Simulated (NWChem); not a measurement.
# CH3CuO (SMILES C[O][Cu]) at 6 levels

We compute a comparison of 6 runs (HF/3-21G, B3LYP/6-31G*, B3LYP/STO-3G, BLYP/def2-SVP, B3LYP/6-31G) of CH3CuO. 

The results are computed with NWChem 7.3.0.

1 further run of the same task is left out (it didn't finish).

## Step 1: The system as given

CH3CuO has 6 atoms, charge 0, and is taken as a singlet. SMILES: `C[O][Cu]`. The shape is that of a PBE0-D4/def2-TZVP optimisation.

Bond lengths: C1–O2 1.391 Å, O2–Cu3 1.791 Å, C1–H4 1.101 Å, C1–H5 1.101 Å, C1–H6 1.101 Å. Angles: C1–O2–Cu3 121.0°, O2–C1–H4 113.8°, O2–C1–H5 108.2°, O2–C1–H6 113.8°, H4–C1–H5 106.7°, H4–C1–H6 107.3°, H5–C1–H6 106.7°.

## Step 2: Energy and gradient at HF/3-21G (run 1)

job.xyz reads:

```xyz
6

C      0.449400    -0.190500     0.012000
O     -0.425200     0.803000    -0.416700
Cu    -2.169800     0.732600    -0.018300
H      0.212700    -1.190800    -0.383600
H      1.458600     0.061500    -0.347500
H      0.516500    -0.279900     1.107800
```

job.nw reads:

```
start job
memory 2200 mb

geometry units angstrom noautosym nocenter noautoz
   load format xyz job.xyz
end

basis "ao basis" spherical bse
   * library 3-21G
end

scf
   thresh 1e-08
   maxiter 80
end

task scf gradient
```

The run is started by

```
nwchem job.nw > job.out
```

The log of the run:

```text
[...]
  functions       =    51
[...]
  wavefunction    = RHF
[...]
         Total SCF energy =  -1744.536824315662
      One-electron energy =  -2731.753942126032
      Two-electron energy =    837.478228036541
 Nuclear repulsion energy =    149.738889773829
        Time for solution =      3.0s
[...]
                         RHF ENERGY GRADIENTS
    atom               coordinates                        gradient
                 x          y          z           x          y          z
   1 C       0.849243  -0.359993   0.022677   -0.025546   0.015515  -0.004303
   2 O      -0.803511   1.517450  -0.787449    0.091265  -0.009395  -0.012857
   3 Cu     -4.100327   1.384413  -0.034582   -0.072088  -0.004964   0.017717
   4 H       0.401945  -2.250286  -0.724899   -0.001651  -0.006054  -0.002872
   5 H       2.756354   0.116218  -0.656680    0.007679   0.004994  -0.004616
   6 H       0.976043  -0.528934   2.093438    0.000341  -0.000097   0.006931
[...]
```

Run time: 4.5 s. Hardware: 1 thread of Intel Xeon 6975P-C (Granite Rapids), shared host; peak memory 0.099 GiB.

## Step 3: Energy and gradient at B3LYP/6-31G(d) (Cartesian functions) (run 2)

test.nw reads:

```
start test
title "CH3CuO gradient"
memory 2200 mb
geometry units angstroms noautosym nocenter noautoz
  C     0.449400   -0.190500    0.012000
  O    -0.425200    0.803000   -0.416700
  Cu   -2.169800    0.732600   -0.018300
  H     0.212700   -1.190800   -0.383600
  H     1.458600    0.061500   -0.347500
  H     0.516500   -0.279900    1.107800
end
basis cartesian
  * library 6-31G*
end
dft
  xc b3lyp
  grid xfine
  convergence energy 1e-08
  maxiter 100
  mulliken
  print low
end
task dft gradient
```

The run is started by

```
nwchem test.nw > test.out
```

The log of the run:

```text
[...]
 d= 0,ls=0.0,diis     1  -1755.1308372492 -1.90D+03  1.73D-01  2.97D+00     2.0
[...]
 d= 0,ls=0.5,diis    82  -1755.3428688331 -7.33D-09  2.28D-06  5.32D-08   132.4
         Total DFT energy =    -1755.342868837922
      One electron energy =    -2742.794614089118
           Coulomb energy =      920.137086594935
    Exchange-Corr. energy =      -82.424231117567
 Nuclear repulsion energy =      149.738889773828
[...]
      Total Density - Mulliken Population Analysis
     ---------------------------------------------
    Atom       Charge   Shell Charges
 -----------   ------   -------------------------------------------------------
    1 C    6     6.17   1.99  0.69  2.07  0.56  0.81  0.06
    2 O    8     8.59   1.99  0.90  2.87  1.01  1.81  0.01
    3 Cu  29    28.62   2.00  2.00  6.00  1.97  5.98  0.62  0.08  0.38  0.10  6.23  3.23  0.03
    4 H    1     0.88   0.54  0.34
    5 H    1     0.87   0.53  0.33
    6 H    1     0.88   0.54  0.34
[...]
                         DFT ENERGY GRADIENTS
    atom               coordinates                        gradient
                 x          y          z           x          y          z
   1 C       0.849243  -0.359993   0.022677   -0.001060   0.007148  -0.004185
   2 O      -0.803511   1.517450  -0.787449    0.041627  -0.007749  -0.003746
   3 Cu     -4.100327   1.384413  -0.034582   -0.040254   0.000638   0.007811
   4 H       0.401945  -2.250286  -0.724899    0.000307   0.001173   0.000785
   5 H       2.756354   0.116218  -0.656680   -0.000477  -0.001026   0.000720
   6 H       0.976043  -0.528934   2.093438   -0.000142  -0.000183  -0.001385
 Task  times  cpu:      139.3s     wall:      139.3s
 Total times  cpu:      139.3s     wall:      139.3s
```

Run time: 2.3 min. Hardware: 1 thread of Intel Xeon 6975P-C (Granite Rapids), shared host; peak memory 0.14 GiB.

Runs 3 to 4 aren't shown in full; the table further down has their settings and results.

## Step 4: Energy and forces at BLYP/def2-SVP (run 5)

ch3cuo.nw reads:

```
start ch3cuo
title "CH3CuO BLYP"
memory total 2200 mb

geometry units angstrom noautosym nocenter noautoz
  C        0.449400      -0.190500       0.012000
  O       -0.425200       0.803000      -0.416700
  Cu      -2.169800       0.732600      -0.018300
  H        0.212700      -1.190800      -0.383600
  H        1.458600       0.061500      -0.347500
  H        0.516500      -0.279900       1.107800
end

basis spherical bse
  C library def2-SVP
  O library def2-SVP
  Cu library def2-SVP
  H library def2-SVP
end

dft
  xc becke88 lyp
  grid xfine
  convergence energy 1e-08
  iterations 100
  mulliken
  print low
end

task dft gradient
```

The run is started by

```
nwchem ch3cuo.nw > ch3cuo.out
```

The log of the run:

```text
[...]
 d= 0,ls=0.0,diis     1  -1755.1093263291 -1.90D+03  2.99D-01  2.46D+00     1.7
[...]
 d= 0,ls=0.5,diis    98  -1755.3433293737 -8.07D-09  1.01D-06  1.80D-07   132.9
         Total DFT energy =    -1755.343329380130
      One electron energy =    -2741.167607545898
           Coulomb energy =      918.403378182982
    Exchange-Corr. energy =      -82.317989791044
 Nuclear repulsion energy =      149.738889773828
[...]
      Total Density - Mulliken Population Analysis
     ---------------------------------------------
    Atom       Charge   Shell Charges
 -----------   ------   -------------------------------------------------------
    1 C    6     5.75   1.98  0.92  0.05  2.09  0.65  0.06
    2 O    8     8.46   1.99  1.09  0.74  2.83  1.80  0.01
    3 Cu  29    28.71   2.00  2.00  2.00  0.83 -0.00  6.00  6.00  0.18  7.80  1.90  0.00
    4 H    1     1.03   0.76  0.25  0.02
    5 H    1     1.02   0.75  0.24  0.02
    6 H    1     1.03   0.76  0.25  0.02
[...]
                         DFT ENERGY GRADIENTS
    atom               coordinates                        gradient
                 x          y          z           x          y          z
   1 C       0.849243  -0.359993   0.022677    0.006013   0.000383  -0.001493
   2 O      -0.803511   1.517450  -0.787449    0.004976  -0.011016   0.005714
   3 Cu     -4.100327   1.384413  -0.034582    0.001318   0.000324  -0.000466
   4 H       0.401945  -2.250286  -0.724899    0.000538   0.011234   0.003628
   5 H       2.756354   0.116218  -0.656680   -0.010332  -0.002999   0.003935
   6 H       0.976043  -0.528934   2.093438   -0.002513   0.002075  -0.011317
 Task  times  cpu:      137.9s     wall:      137.9s
 Total times  cpu:      137.9s     wall:      137.9s
```

Run time: 2.3 min. Hardware: 1 thread of Intel Xeon 6975P-C (Granite Rapids), shared host; peak memory 0.14 GiB.

## Step 5: Energy and forces at B3LYP/6-31G (run 6)

ch3cuo.xyz reads:

```xyz
6

C      0.449400    -0.190500     0.012000
O     -0.425200     0.803000    -0.416700
Cu    -2.169800     0.732600    -0.018300
H      0.212700    -1.190800    -0.383600
H      1.458600     0.061500    -0.347500
H      0.516500    -0.279900     1.107800
```

ch3cuo.nw reads:

```
start ch3cuo
memory 2200 mb
charge 0
geometry noautosym nocenter noautoz
load format xyz ch3cuo.xyz
end
basis spherical bse
* library 6-31G
end
dft
xc b3lyp
grid xfine
convergence energy 1e-08
maxiter 100
mulliken
noprint "final vectors analysis"
end
task dft gradient
```

The run is started by

```
nwchem ch3cuo.nw > ch3cuo.out
```

The log of the run:

```text
[...]
          Wavefunction type:  closed shell.
          No. of atoms     :     6
          No. of electrons :    46
[...]
          Charge           :     0
          Spin multiplicity:     1
[...]
          AO basis - number of functions:    51
[...]
              XC Information
              --------------
                         B3LYP Method XC Potential
                     Hartree-Fock (Exact) Exchange  0.200
                        Slater Exchange Functional  0.800 local
                    Becke 1988 Exchange Functional  0.720 non-local
              Lee-Yang-Parr Correlation Functional  0.810
                  VWN I RPA Correlation Functional  0.190 local
[...]
 d= 0,ls=0.0,diis     1  -1755.0924082835 -1.90D+03  2.18D-01  2.30D+00     1.3
[...]
 d= 0,ls=0.5,diis    71  -1755.3025267469 -9.36D-09  2.44D-06  8.02D-08    67.7
         Total DFT energy =    -1755.302526753140
      One electron energy =    -2742.722666721586
           Coulomb energy =      920.128313225606
    Exchange-Corr. energy =      -82.447063030988
 Nuclear repulsion energy =      149.738889773829
[...]
  wavefunction    = closed shell
                         DFT ENERGY GRADIENTS
    atom               coordinates                        gradient
                 x          y          z           x          y          z
   1 C       0.849243  -0.359993   0.022677   -0.017724   0.021601  -0.009619
   2 O      -0.803511   1.517450  -0.787449    0.049192  -0.020728   0.002642
   3 Cu     -4.100327   1.384413  -0.034582   -0.030984  -0.001135   0.007005
   4 H       0.401945  -2.250286  -0.724899   -0.000195   0.000721   0.000527
   5 H       2.756354   0.116218  -0.656680    0.000171  -0.000373   0.000190
   6 H       0.976043  -0.528934   2.093438   -0.000461  -0.000086  -0.000744
[...]
```

It took 73 s on 1 thread of Intel Xeon 6975P-C (Granite Rapids), shared host; peak memory 0.13 GiB.

## Step 6: Overview of the runs

```
run                               level  Cartesian functions  iteration cap   energy (Eh)  largest force (eV/Å)  wall time
  1                            HF/3-21G                   no             80  -1744.536824                 4.764      4.5 s
  2  B3LYP/6-31G* (Cartesian functions)                  yes            100  -1755.342869                 2.186    2.3 min
  3  B3LYP/6-31G* (spherical functions)                   no            100  -1755.335234                 2.112    1.7 min
  4                        B3LYP/STO-3G                   no            100  -1735.128510                 8.244       23 s
  5                       BLYP/def2-SVP                   no            100  -1755.343329                 0.688    2.3 min
  6                         B3LYP/6-31G                   no            100  -1755.302527                 2.748       73 s
```

## Step 7: Outcome

| quantity | value |
| --- | --- |
| run 6: total energy | -1755.30253 Eh |
| run 6: dipole moment | 2.84 D |
| run 6: largest force on an atom | 2.748 eV/Å |

Totals of different functionals can't be ranked against each other. In run 4 the basis is minimal, so the values are rough. All runs together took 8 min, the longest 2.3 min.
